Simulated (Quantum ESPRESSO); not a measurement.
NbTe:

```
Te Nb
1.0
     3.70297    0.00000    0.00000
    -1.85149    3.20687    0.00000
     0.00000    0.00000    3.69421
Te Nb
1 1
Cartesian
  1.8515 1.0690 0.0000
  0.0000 0.0000 1.8471
```

The cell comes from a database or a generator and needn't be the stable form of this composition.

Base run:

| Item | Value |
| --- | --- |
| Program | Quantum ESPRESSO 7.5 |
| Functional | PBEsol |
| Potentials or basis | GBRV 1.5 PBEsol |
| Cutoff | 612 eV |
| Density cutoff | 4898 eV |
| k mesh | 8 × 8 × 7 |
| Occupations | fermi-dirac, width 0.05 eV |
| Spin | no spin polarisation |
| Hubbard terms | Nb d U = 6 eV |

Its results: band gap on the k mesh none (metal or under the smearing width); pressure -12.0 GPa.

Task: The run is repeated on the same cell with these changes: hubbard terms from Nb d U = 6 eV to Nb d U = 1 eV. What comes out?

Result: Band gap on the k mesh none (metal or under the smearing width); pressure -5.9 GPa.

Caveats: U without spin polarisation on a metal has little footing; the U is typed as a test and isn't derived for this compound.

Not every run made on this cell is shown here.
